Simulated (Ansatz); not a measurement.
# CH₆F₂Si₂: basis-set convergence

The task here is to estimate one member of a computed series from the others.

Method: one geometry, several basis sets; program: Ansatz 0.2.0, Gaussian basis.

The runs, in order: PBE0-D4/def2-SVP; ωB97M-V/def2-SVP; PBE0-D4/def2-QZVPP; ωB97M-V/def2-QZVPP; the functionals' def2-TZVPP values are taken from earlier runs.

## Structure used throughout

An earlier PBE0-D4 in a triple-zeta def2 set relaxation fixed the geometry.

SMILES `C[SiH2][SiH](F)F`, 11 atoms, charge 0, spin multiplicity 1.

Atoms are counted from 1 here; the program's logs count them from 0.

Bond lengths: C1–Si2 1.873 Å, C1–H6 1.092 Å, C1–H7 1.092 Å, C1–H8 1.092 Å, Si2–Si3 2.343 Å, Si2–H9 1.490 Å, Si2–H10 1.490 Å, Si3–F4 1.597 Å, Si3–F5 1.597 Å, Si3–H11 1.483 Å. Angles: Si2–C1–H6 110.6°, Si2–C1–H7 110.7°, Si2–C1–H8 110.6°, H6–C1–H7 108.3°, H6–C1–H8 108.2°, H7–C1–H8 108.3°, C1–Si2–Si3 110.8°, C1–Si2–H9 111.4°, C1–Si2–H10 111.4°, Si3–Si2–H9 107.7°, Si3–Si2–H10 107.7°, H9–Si2–H10 107.9°, Si2–Si3–F4 109.4°, Si2–Si3–F5 109.4°, Si2–Si3–H11 117.1°, F4–Si3–F5 106.4°, F4–Si3–H11 107.0°, F5–Si3–H11 107.0°.

The first run:

in.yaml

```yaml
crystal:
  periodic: [false, false, false]
  atoms:
    - {symbol: C, position_ang: [-1.072620, 1.156887, 0.698278]}
    - {symbol: Si, position_ang: [0.477113, 0.106322, 0.760530]}
    - {symbol: Si, position_ang: [0.689190, -1.177548, -1.188184]}
    - {symbol: F, position_ang: [-0.602940, -2.100494, -1.358259]}
    - {symbol: F, position_ang: [0.723281, -0.210980, -2.458983]}
    - {symbol: H, position_ang: [-1.959781, 0.527526, 0.604023]}
    - {symbol: H, position_ang: [-1.169825, 1.754041, 1.607273]}
    - {symbol: H, position_ang: [-1.042855, 1.835028, -0.156868]}
    - {symbol: H, position_ang: [0.451479, -0.830737, 1.918232]}
    - {symbol: H, position_ang: [1.699540, 0.948931, 0.881731]}
    - {symbol: H, position_ang: [1.872817, -2.065976, -1.287173]}
basis:
  gaussian: {orbitals: def2-SVP}
hamiltonian: {xc: pbe0, dispersion: d4}
output: {orbitals: {seedname: orbitals}}
```

Started as:

```console
> ansatz run in.yaml --threads 4 --pin off --events-out ev --progress --plain --max-ram 10444MiB
```

Among the steps run: PBE0-D4 in def2-SVP; ωB97M-V in def2-SVP; PBE0-D4 in def2-QZVPP; ωB97M-V in def2-QZVPP.

One of the session's tables, all rows but one given; the rest of the session is left out.

It belongs to the step «Density functionals: the series». 

| functional | basis | HOMO (eV) | LUMO (eV) |
| --- | --- | --- | --- |
| PBE0-D4 | def2-SVP | -8.20 | 0.01 |
| PBE0-D4 | def2-TZVPP | -8.23 | -0.40 |
| PBE0-D4 | def2-QZVPP | -8.25 | -0.52 |
| ωB97M-V | def2-SVP | ? | ? |
| ωB97M-V | def2-TZVPP | -10.30 | 1.29 |
| ωB97M-V | def2-QZVPP | -10.32 | 0.99 |

Q: Estimate the row for ωB97M-V, def2-SVP from the others.

**Answer.** HOMO (eV): -10.23; LUMO (eV): 1.86. In the column «HOMO (eV)» it lies between ωB97M-V, def2-TZVPP (-10.30) and PBE0-D4, def2-QZVPP (-8.25).
